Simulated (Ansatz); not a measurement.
# Cl2H4O2Ti: the cost of one run

Program: Ansatz 0.2.0. Level of theory: RKS B3LYP-D4/def2-SVP. These are calculated values, not measurements.

### Step 1. The system as given

Bond lengths: Ti1–O2 2.462 Å, Ti1–Cl3 2.148 Å, Ti1–Cl4 2.137 Å, Ti1–O5 1.669 Å, O2–H8 0.963 Å, O5–H9 0.959 Å. Angles: Ti1–O2–H8 119.6°, O2–Ti1–Cl3 147.1°, O2–Ti1–Cl4 90.8°, O2–Ti1–O5 91.8°, Cl3–Ti1–Cl4 100.8°, Cl3–Ti1–O5 107.9°, Cl4–Ti1–O5 120.5°, Ti1–O5–H9 171.2°.

As a file:

```xyz
9

Ti   -0.3204   -0.5434   -0.4452
O     0.5013    1.1800    1.1096
Cl    0.1559   -2.2467   -1.6645
Cl   -1.4315   -1.4724    1.1256
O    -1.0352    0.6045   -1.4242
H     1.4330    0.3474    0.8290
H     1.8602   -0.3913    0.3304
H     0.2258    1.1588    2.0326
H    -1.3892    1.3630   -1.8932
```

### Step 2. A restrained relaxation towards end A

Springs on the bonds that form and break draw the guess towards this end; the thresholds are loose.

The input, input.yaml:

```yaml
crystal:
  periodic: [false, false, false]
  atoms:
    - { symbol: Ti, position_ang: [-0.3204, -0.5434, -0.4452] }
    - { symbol: O, position_ang: [0.5013, 1.18, 1.1096] }
    - { symbol: Cl, position_ang: [0.1559, -2.2467, -1.6645] }
    - { symbol: Cl, position_ang: [-1.4315, -1.4724, 1.1256] }
    - { symbol: O, position_ang: [-1.0352, 0.6045, -1.4242] }
    - { symbol: H, position_ang: [1.433, 0.3474, 0.829] }
    - { symbol: H, position_ang: [1.8602, -0.3913, 0.3304] }
    - { symbol: H, position_ang: [0.2258, 1.1588, 2.0326] }
    - { symbol: H, position_ang: [-1.3892, 1.363, -1.8932] }
basis:
  gaussian: { orbitals: def2-SVP }
hamiltonian:
  xc: b3lyp
  dispersion: d4
relax:
  f_tol: 0.15
  max_steps: 25
  restrain:
    - { distance: [0, 6], at: 3.21, k: 30.0 }
    - { distance: [5, 1], at: 2.27, k: 30.0 }
    - { distance: [0, 1], at: 2.26, k: 30.0 }
    - { distance: [5, 6], at: 0.62, k: 30.0 }
```

Launch:

```
$ ansatz run input.yaml --threads 2 --pin off --max-ram 3072MiB --backend cpu --events-out ev --progress --plain --runs-dir out
```

Q: Estimate wall time and peak memory on 2 threads of Arm Neoverse V1, shared host.

About 78 s, with a peak of 0.3 GiB.
